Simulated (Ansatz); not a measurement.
**GaH− (quartet): wave-function methods side by side, aug-cc-pVTZ**

One table from this session's results is given with a row withheld; the runs are named, their logs left out.

Program: Ansatz 0.2.0, Gaussian basis. Level of theory: aug-cc-pVTZ, core rule «outside noble gas», up to 14 orbitals frozen. These are calculated values, not measurements.

Plan: UHF; CCSD(T) on ROHF; CCSD(T) on UHF; BCCD(T) on ROHF; CCSDT(Q) on ROHF; CCSDT(Q) on UHF; CASSCF and MRCISD+Q, 5 electrons in 5 orbitals; CASSCF and NEVPT2, 5 electrons in 5 orbitals.

6 further runs of the same task are left out: 2 that didn't finish, 4 set aside as unsound or not needed.

## The geometry

The geometry is a PBE0/def2-TZVPD stationary point (not a proven minimum) of the parent state, kept for this charge and spin. No spin-orbit coupling is included. The filled d shell of Ga may be among the frozen orbitals whatever the setting's name suggests; the logs give the count.

2 atoms, charge -1, spin multiplicity 4.

Atoms are counted from 1 here; the program's logs count them from 0.

Bond lengths: Ga1–H2 1.724 Å.

The first run:

in.yaml reads:

```yaml
crystal:
  periodic: [false, false, false]
  atoms:
    - {symbol: Ga, position_ang: [0.000000, 0.000000, 0.000000]}
    - {symbol: H, position_ang: [0.000000, 0.000000, 1.724400]}
basis:
  gaussian: {orbitals: aug-cc-pVTZ}
total_charge: -1
magnetization: {spin_polarized: true, initial_magnetization: 3}
hamiltonian: {xc: hf}
output: {orbitals: {seedname: orbitals}}
```

On the command line:

```sh
$ ansatz run in.yaml --threads 1 --pin off --events-out ev --progress --plain --max-ram 2816MiB --backend cpu
```

Steps of the session up to this table: UHF; CCSD(T) on ROHF; CCSD(T) on UHF; BCCD(T) on ROHF; CCSDT(Q) on ROHF; CCSDT(Q) on UHF; CASSCF and MRCISD+Q, 5 electrons in 5 orbitals; CASSCF and NEVPT2, 5 electrons in 5 orbitals.

One of the session's tables, all rows but one given; the rest of the session is left out.

| method | from UCCSDT(Q) (kcal/mol) |
| --- | --- |
| ROHF | +47.46 |
| UHF | +46.06 |
| RMP2 | +12.91 |
| UMP2 | +12.23 |
| RCCSD | +2.79 |
| UCCSD | +2.27 |
| RCCSD(T) | +1.03 |
| UCCSD(T) | +0.57 |
| BCCD(T) | +1.00 |
| RCCSDT | +0.51 |
| UCCSDT | +0.06 |
| RCCSDT(Q) | +0.45 |
| UCCSDT(Q) | 0 |
| CASSCF valence | +35.98 |
| NEVPT2 valence | +12.25 |
| MRCISD valence | +2.93 |
| MRCISD+Q valence | ? |

Q: Estimate the row for MRCISD+Q valence from the others.

**Answer.** from UCCSDT(Q) (kcal/mol): +1.16. In the column «from UCCSDT(Q) (kcal/mol)» it lies between RCCSD(T) (+1.03) and UCCSD (+2.27).

Some runs used a GPU and others CPU threads alone; cost is compared among the CPU runs only.

Among the levels timed on like hardware, those that no quicker one beats, quickest first: NEVPT2 valence (8 s, +12.25 kcal/mol); RCCSD(T) (15 s, +1.03 kcal/mol); UCCSD(T) (15 s, +0.57 kcal/mol).

Limits of these values: Of the multireference levels listed MRCISD+Q valence comes nearest in total energy (+1.16 kcal/mol), which doesn't show that its space is the better one. Restricted and unrestricted rows rest on different reference determinants; where their highest levels disagree by more than a few hundredths of an eV, they describe different states and don't form one ladder.
